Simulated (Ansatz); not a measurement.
# Si16Ge: the cost of one run

Program: Ansatz 0.2.0. Level of theory: DFT PBE, plane waves, PAW, scalar-relativistic, no spin polarisation. These are calculated values, not measurements.

## 1. Starting point

The cell holds 17 atoms (GeSi16): a = 7.679 Å, b = 7.679 Å, c = 7.679 Å, α = 60.00°, β = 60.00°, γ = 60.00°.

Its coordinates follow in the input file.

## 2. Preparing the start

File input.yaml:

```yaml
accuracy: low
crystal:
  lattice:
    - [0.0, 5.43, 5.43]
    - [5.43, 0.0, 5.43]
    - [5.43, 5.43, 0.0]
  atoms:
    - { symbol: Si, position: [0.0, 0.0, 0.0] }
    - { symbol: Si, position: [0.125, 0.125, 0.125] }
    - { symbol: Si, position: [0.0, 0.0, 0.5] }
    - { symbol: Si, position: [0.125, 0.125, 0.625] }
    - { symbol: Si, position: [0.0, 0.5, 0.0] }
    - { symbol: Si, position: [0.125, 0.625, 0.125] }
    - { symbol: Si, position: [0.0, 0.5, 0.5] }
    - { symbol: Si, position: [0.125, 0.625, 0.625] }
    - { symbol: Si, position: [0.5, 0.0, 0.0] }
    - { symbol: Si, position: [0.625, 0.125, 0.125] }
    - { symbol: Si, position: [0.5, 0.0, 0.5] }
    - { symbol: Si, position: [0.625, 0.125, 0.625] }
    - { symbol: Si, position: [0.5, 0.5, 0.0] }
    - { symbol: Si, position: [0.625, 0.625, 0.125] }
    - { symbol: Si, position: [0.5, 0.5, 0.5] }
    - { symbol: Si, position: [0.625, 0.625, 0.625] }
    - { symbol: Ge, position: [0.7491681, 0.7468078, 0.7604089] }
basis:
  ecutwfc: 420.0
kpoints:
  mp_grid: { grid: [2, 2, 2] }
hamiltonian:
  xc: pbe
  pseudopotentials: { kind: paw, azcp: { folder: soft_1 } }
scf:
  occupations: { method: fermi_dirac, width: 0.05 }
  lower_state_search: "off"
relax:
  f_tol: 0.08
  max_steps: 25
  adjacent_minimum: "off"
output:
  write_density: true
  write_potential: true
  elf: true
  volumetric_format: npy
```

On the command line:

```
> ansatz run input.yaml --threads 1 --pin off --max-ram 3072MiB --backend cpu --events-out ev --progress --plain --runs-dir out
```

Q: Estimate wall time and peak memory on 1 thread of Intel Xeon Platinum 8259CL at 2.50GHz (Skylake/Cascade Lake), shared host.

About 32 s, with a peak of 0.62 GiB.
